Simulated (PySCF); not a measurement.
# GeSiH6O (SMILES [SiH3][O][GeH3]): levels of theory compared

Wanted: a comparison of 6 runs (HF/STO-3G, BLYP/def2-SVP, PBE0/def2-SVP, TPSS/def2-SVP, wB97M-V/def2-SVP, CCSD(T)/def2-SVP) of GeSiH6O. 

The results are computed with PySCF 2.14.0.

1 further run of the same task is left out (set aside as unsound or not needed).

## 1. The molecule

GeSiH6O: 9 atoms, total charge 0, spin state singlet. As SMILES, `[SiH3][O][GeH3]`. The coordinates come from a PBE0-D4/def2-TZVP relaxation.

Bond lengths: Si1–O2 1.633 Å, O2–Ge3 1.776 Å, Si1–H4 1.490 Å, Si1–H5 1.484 Å, Si1–H6 1.490 Å, Ge3–H7 1.532 Å, Ge3–H8 1.538 Å, Ge3–H9 1.538 Å. Some angles: Si1–O2–Ge3 134.7°, O2–Si1–H4 111.0°, O2–Si1–H5 108.2°, O2–Si1–H6 111.0°, O2–Ge3–H7 105.5°, O2–Ge3–H8 108.4°, O2–Ge3–H9 108.4°, H4–Si1–H5 109.4°, H4–Si1–H6 107.8°, H5–Si1–H6 109.4°.

## 2. A single-point energy at HF/STO-3G (run 1)

Contents of calc.py:

```python
from pyscf import gto, scf

mol = gto.M(
    atom='''
Si    -1.297486     1.952276    -1.741194
O      1.120041     0.381536    -0.641373
Ge     1.530300    -1.983268     1.703966
H     -3.207810     0.213917    -2.861990
H     -0.370008     3.712934    -3.716524
H     -2.561713     3.421916     0.301033
H      4.366779    -2.561713     1.732879
H     -0.035527    -4.309520     0.941840
H      0.622287    -0.915383     4.249427
''',
    unit='bohr',
    max_memory=1860,
    charge=0,
    verbose=4,
    basis='sto-3g',
)

mf = scf.RHF(mol)
mf.conv_tol = 1e-10
mf.kernel()
if not mf.converged:
    mf = mf.newton().run(mf.mo_coeff, mf.mo_occ)

e_final = mf.e_tot
print('E = %.10f Eh' % e_final)
```

Started as:

```sh
$ OMP_NUM_THREADS=1 python calc.py
```

Log:

```text
PySCF version 2.14.0

[... 61 lines left out ...]
converged SCF energy = -2414.72017039096
E = -2414.7201703910 Eh
```

Wall time 0.87 s (1 thread of Intel Xeon at 2.70GHz, shared host); peak memory 0.1 GiB.

## 3. The energy at BLYP/def2-SVP (run 2)

Contents of mol.xyz:

```xyz
9

Si    -0.686600     1.033100    -0.921400
O      0.592700     0.201900    -0.339400
Ge     0.809800    -1.049500     0.901700
H     -1.697500     0.113200    -1.514500
H     -0.195800     1.964800    -1.966700
H     -1.355600     1.810800     0.159300
H      2.310800    -1.355600     0.917000
H     -0.018800    -2.280500     0.498400
H      0.329300    -0.484400     2.248700
```

Contents of calc.py:

```python
from pyscf import gto, dft

mol = gto.M(
    atom='mol.xyz',
    max_memory=1860,
    basis='def2-svp',
    verbose=4,
)

mf = dft.RKS(mol)
mf.xc = 'blyp'
mf.grids.level = 5
mf.conv_tol = 1e-10
mf.kernel()
if not mf.converged:
    mf = mf.newton().run(mf.mo_coeff, mf.mo_occ)

etot = mf.e_tot
print('E = %.10f Eh' % etot)
```

Started as:

```sh
$ OMP_NUM_THREADS=1 python calc.py
```

Log:

```text
PySCF version 2.14.0

[... 81 lines left out ...]
converged SCF energy = -2444.96633269853
E = -2444.9663326985 Eh
```

Wall time 23 s (1 thread of Intel Xeon at 2.70GHz, shared host); peak memory 0.49 GiB.

Runs 3 to 5 aren't shown in full; the table further down has their settings and results.

## 4. The energy at CCSD(T)/def2-SVP (run 6)

Contents of job.py:

```python
from pyscf import gto, cc

mol = gto.M(
    atom='''
Si    -0.686600     1.033100    -0.921400
O      0.592700     0.201900    -0.339400
Ge     0.809800    -1.049500     0.901700
H     -1.697500     0.113200    -1.514500
H     -0.195800     1.964800    -1.966700
H     -1.355600     1.810800     0.159300
H      2.310800    -1.355600     0.917000
H     -0.018800    -2.280500     0.498400
H      0.329300    -0.484400     2.248700
''',
    basis='def2-svp',
    verbose=3,
    max_memory=1860,
)

calc0 = mol.RHF()
calc0.conv_tol = 1e-10
calc0.kernel()
if not calc0.converged:
    calc0 = calc0.newton().run(calc0.mo_coeff, calc0.mo_occ)

mycc = cc.CCSD(calc0, frozen=15)
mycc.kernel()
e_t = mycc.ccsd_t()
e_final = mycc.e_tot + e_t
print('E(%s) = %.9f' % ('CCSD(T)', e_final))
```

Started as:

```sh
$ OMP_NUM_THREADS=1 python job.py
```

Log:

```text
converged SCF energy = -2442.28947902717
E(CCSD) = -2442.845462160551  E_corr = -0.5559831333780696
CCSD(T) correction = -0.0130614581838738
E(CCSD(T)) = -2442.858523619
```

Wall time 30 s (1 thread of Intel Xeon at 2.70GHz, shared host); peak memory 0.51 GiB.

## 5. All runs side by side

```tsv
run	level	integration grid	nlc grid	energy (Eh)	dipole moment (D) of the reference	HOMO energy (eV)	LUMO energy (eV)	wall time
1	HF/STO-3G	–	–	-2414.720170	0.97	-8.30	10.98	0.87 s
2	BLYP/def2-SVP	5	–	-2444.966333	1.23	-6.75	-0.64	23 s
3	PBE0/def2-SVP	5	–	-2444.476038	1.30	-8.37	0.09	23 s
4	TPSS/def2-SVP	5	–	-2444.970457	1.23	-7.10	-0.61	38 s
5	wB97M-V/def2-SVP	5	1	-2444.768971	1.34	-10.63	2.00	1.7 min
6	CCSD(T)/def2-SVP	–	–	-2442.858524	1.43	-12.03	3.43	30 s
```

## 6. Outcome

| quantity | value |
| --- | --- |
| run 6: total energy | -2442.85852 Eh |
| run 6: dipole moment (Hartree–Fock density) | 1.43 D |
| run 6: HOMO energy (Hartree–Fock orbitals) | -12.03 eV |
| run 6: LUMO energy (Hartree–Fock orbitals) | 3.43 eV |
| run 6: HOMO–LUMO gap (Hartree–Fock orbitals) | 15.46 eV |
| run 6: correlation energy (15 core orbitals frozen) | -569.0 mEh |
| run 6: (T) correction | -13.06 mEh |
| run 6: T1 diagnostic | 0.011 |

In words: Over runs 1, 2, 3, 4, 5 the dipole moment (its size) runs from 0.97 D (HF/STO-3G) to 1.34 D (wB97M-V/def2-SVP). The two ends differ in method and basis. Over runs 1, 2, 3, 4, 5 the HOMO–LUMO gap runs from 6.11 eV (BLYP/def2-SVP) to 19.28 eV (HF/STO-3G). Totals of different functionals can't be ranked against each other. In run 1 the basis is minimal, so the values are rough. All runs together took 3.6 min, the longest 1.7 min.
